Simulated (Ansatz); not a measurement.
# CH₅GeNZn: how energies converge with the basis set

Aim: see how fast density functionals converge with the basis set for CH₅GeNZn.

The runs use Ansatz 0.2.0, Gaussian basis; one geometry, several basis sets.

The runs, in order: PBE0-D4/def2-SVP; ωB97M-V/def2-SVP; PBE0-D4/def2-QZVPP; ωB97M-V/def2-QZVPP; the functionals' def2-TZVPP values are taken from earlier runs.

### 1 The relaxed structure

The geometry comes from an earlier relaxation with PBE0-D4 in a triple-zeta def2 set; it is a stationary point, not always the lowest conformer.

9 atoms, charge 0, spin multiplicity 1.

Atoms are counted from 1 here; the program's logs count them from 0.

Bond lengths: Ge1–C2 1.971 Å, Ge1–H5 1.536 Å, Ge1–H6 1.536 Å, Ge1–H7 1.538 Å, C2–N3 1.265 Å, C2–H8 1.098 Å, N3–H9 1.022 Å. Angles: C2–Ge1–H5 110.0°, C2–Ge1–H6 109.9°, C2–Ge1–H7 106.9°, H5–Ge1–H6 109.0°, H5–Ge1–H7 110.5°, H6–Ge1–H7 110.4°, Ge1–C2–N3 126.2°, Ge1–C2–H8 117.8°, N3–C2–H8 116.0°, C2–N3–H9 112.5°.

### 2 PBE0-D4 in def2-SVP

in.yaml reads:

```yaml
crystal:
  periodic: [false, false, false]
  atoms:
    - {symbol: Ge, position_ang: [0.483992, 1.417038, -0.124742]}
    - {symbol: C, position_ang: [-0.375415, -0.343085, 0.095251]}
    - {symbol: N, position_ang: [0.182417, -1.469109, -0.045658]}
    - {symbol: Zn, position_ang: [-2.063806, -3.475738, 0.535649]}
    - {symbol: H, position_ang: [-0.232816, 2.218678, -1.221859]}
    - {symbol: H, position_ang: [0.416754, 2.201578, 1.194409]}
    - {symbol: H, position_ang: [1.947001, 1.155325, -0.519023]}
    - {symbol: H, position_ang: [-1.438974, -0.363291, 0.366704]}
    - {symbol: H, position_ang: [1.169246, -1.387795, -0.297832]}
basis:
  gaussian: {orbitals: def2-SVP}
hamiltonian: {xc: pbe0, dispersion: d4}
output: {orbitals: {seedname: orbitals}}
```

The runs that follow: ωB97M-V in def2-SVP; PBE0-D4 in def2-QZVPP; ωB97M-V in def2-QZVPP.

Q: Predict the results of all the runs planned. Wanted: PBE0-D4: double and triple zeta above quadruple; ωB97M-V: double and triple zeta above quadruple.

As calculated:

| quantity | value |
| --- | --- |
| PBE0-D4: double and triple zeta above quadruple | 19.73, 2.50 eV |
| ωB97M-V: double and triple zeta above quadruple | 19.76, 2.44 eV |

In words: For PBE0-D4 the step from double to triple zeta gains 17.23 eV and the next only 2.50 eV. These are total energies; as a rule much of such shifts cancels in differences, which this series doesn't test. The LUMO of ωB97M-V is positive and keeps falling with the basis (1.45 to 0.85 eV): an unbound level that the basis holds in place.
